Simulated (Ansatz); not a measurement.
**AsBr₃: geometry at several levels**

An exercise on one series of results from a longer session: the logs are not shown, and one member is left open.

Method: the levels named in each step, in Ansatz 0.2.0.

## The structure to begin with

Bond lengths: Br1–As2 2.337 Å, As2–Br3 2.337 Å, As2–Br4 2.337 Å. Angles: Br1–As2–Br3 99.9°, Br1–As2–Br4 99.9°, Br3–As2–Br4 99.9°.

Coordinates:

```xyz
4

Br   -1.0947   -1.7503   -0.2663
As   -0.0022   -0.0015    0.8335
Br   -0.9679    1.8244   -0.2597
Br    2.0645   -0.0727   -0.2554
```

The first run:

Input file input.yaml:

```yaml
crystal:
  periodic: [false, false, false]
  atoms:
    - { symbol: Br, position_ang: [-1.09466, -1.75032, -0.26634] }
    - { symbol: As, position_ang: [-0.0022, -0.00151, 0.83347] }
    - { symbol: Br, position_ang: [-0.96794, 1.82441, -0.25973] }
    - { symbol: Br, position_ang: [2.06454, -0.07274, -0.25543] }
basis:
  gaussian: { orbitals: def2-SVP }
hamiltonian:
  xc: pbe
  dispersion: d4
relax:
  f_tol: 0.03
  max_steps: 200
```

Started as:

```sh
> ansatz run input.yaml --threads 2 --pin off --max-ram 5120MiB --backend cpu --events-out ev --progress --plain --runs-dir out
```

Among the steps run: A rough first relaxation, PBE-D4/def2-SVP; Relaxation, HF/STO-3G; Relaxation, HF/def2-SVP; Relaxation, LDA/def2-SVP; Relaxation, PBE-D4/def2-SVP; Relaxation, PBE0-D4/def2-TZVPP; Relaxation, MP2/def2-TZVPP.

One table of the session follows, with a row left open; its other results are not shown here.

It belongs to the step «Geometries side by side». 

| level | Br1–As2 (Å) | As2–Br3 (Å) | As2–Br4 (Å) | dipole (D) |
| --- | --- | --- | --- | --- |
| HF/STO-3G | ? | ? | ? | ? |
| HF/def2-SVP | 2.3394 | 2.3394 | 2.3394 | 1.44 |
| LDA/def2-SVP | 2.3340 | 2.3340 | 2.3340 | 1.05 |
| PBE-D4/def2-SVP | 2.3695 | 2.3696 | 2.3696 | 1.19 |
| PBE0-D4/def2-TZVPP | 2.3341 | 2.3340 | 2.3340 | 1.11 |
| MP2/def2-TZVPP | 2.3156 | 2.3155 | 2.3155 | 1.05 |

Estimate the missing values for HF/STO-3G.

As computed: Br1–As2 (Å): 2.3185; As2–Br3 (Å): 2.3185; As2–Br4 (Å): 2.3185; dipole (D): 1.17. In the column «Br1–As2 (Å)» it lies between MP2/def2-TZVPP (2.3156) and LDA/def2-SVP (2.3340).
